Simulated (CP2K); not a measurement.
A run of CP2K 2026.2:

Contents of sise_scf.inp:

```
&GLOBAL
  PROJECT sise_scf
  RUN_TYPE ENERGY_FORCE
  PRINT_LEVEL LOW
&END GLOBAL
&FORCE_EVAL
  METHOD QS
  STRESS_TENSOR ANALYTICAL
  &DFT
    BASIS_SET_FILE_NAME BASIS_MOLOPT_UZH
    POTENTIAL_FILE_NAME POTENTIAL_UZH
    &MGRID
      CUTOFF 450
      REL_CUTOFF 60
      NGRIDS 4
    &END MGRID
    &QS
      METHOD GPW
      EPS_DEFAULT 1.0E-10
    &END QS
    &KPOINTS
      SCHEME MONKHORST-PACK 9 9 7
      GAMMA_CENTERED T
      SYMMETRY T
      SYMMETRY_BACKEND SPGLIB
    &END KPOINTS
    &SCF
      SCF_GUESS ATOMIC
      EPS_SCF 1.0E-6
      MAX_SCF 100
      ADDED_MOS 10
      CHOLESKY OFF
      EPS_EIGVAL 1.0E-7
      &DIAGONALIZATION ON
        ALGORITHM STANDARD
      &END DIAGONALIZATION
      &MIXING ON
        METHOD BROYDEN_MIXING
        ALPHA 0.4
        BETA 1.5
        NBUFFER 8
      &END MIXING
      &SMEAR ON
        METHOD FERMI_DIRAC
        ELECTRONIC_TEMPERATURE [K] 580.226
      &END SMEAR
    &END SCF
    &XC
      &XC_FUNCTIONAL
        &GGA_X_PBE
        &END GGA_X_PBE
        &GGA_C_PBE
        &END GGA_C_PBE
      &END XC_FUNCTIONAL
    &END XC
    &PRINT
      &KPOINTS ON
      &END KPOINTS
      &MULLIKEN ON
      &END MULLIKEN
      &MO ON
        ENERGIES T
        OCCUPATION_NUMBERS T
        &EACH
          QS_SCF 0
        &END EACH
        ADD_LAST NUMERIC
      &END MO
      &LOWDIN ON
      &END LOWDIN
      &HIRSHFELD ON
        SHAPE_FUNCTION DENSITY
      &END HIRSHFELD
    &END PRINT
  &END DFT
  &SUBSYS
    &CELL
      ABC 3.5952000000 3.5951960754 3.5987300000
      ALPHA_BETA_GAMMA 90.0000000000 90.0000000000 120.0000361102
      PERIODIC XYZ
    &END CELL
    &COORD
      SCALED
      Si  0.6609040000 0.3391970000 0.4980790000
      Se  0.0048590000 -0.0027150000 0.0001690000
    &END COORD
    &KIND Si
      BASIS_SET TZVP-MOLOPT-PBE-GTH-q4
      POTENTIAL GTH-PBE-q4
    &END KIND
    &KIND Se
      BASIS_SET TZVP-MOLOPT-PBE-GTH-q6
      POTENTIAL GTH-PBE-q6
    &END KIND
    &PRINT
      &ATOMIC_COORDINATES ON
      &END ATOMIC_COORDINATES
      &CELL ON
      &END CELL
    &END PRINT
  &END SUBSYS
  &PRINT
    &FORCES ON
    &END FORCES
    &STRESS_TENSOR ON
    &END STRESS_TENSOR
  &END PRINT
&END FORCE_EVAL
```

Potentials or basis: POTENTIAL_UZH Si GTH-PBE-q4, Se GTH-PBE-q6; TZVP-MOLOPT-PBE-GTH basis.

Launch:

```console
$ OMP_NUM_THREADS=1 cp2k.psmp -i sise_scf.inp -o sise_scf.out
```

Hardware: 1 thread of Arm Neoverse V1, on a shared host.

**Question.** Estimate the wall time of this run.

**Answer.** Wall time 30 s on 1 thread of Arm Neoverse V1, on a shared host, peak memory 0.25 GiB. Counts: scf iterations 13, k points 284, basis 34, bands 15, force evaluations 1.
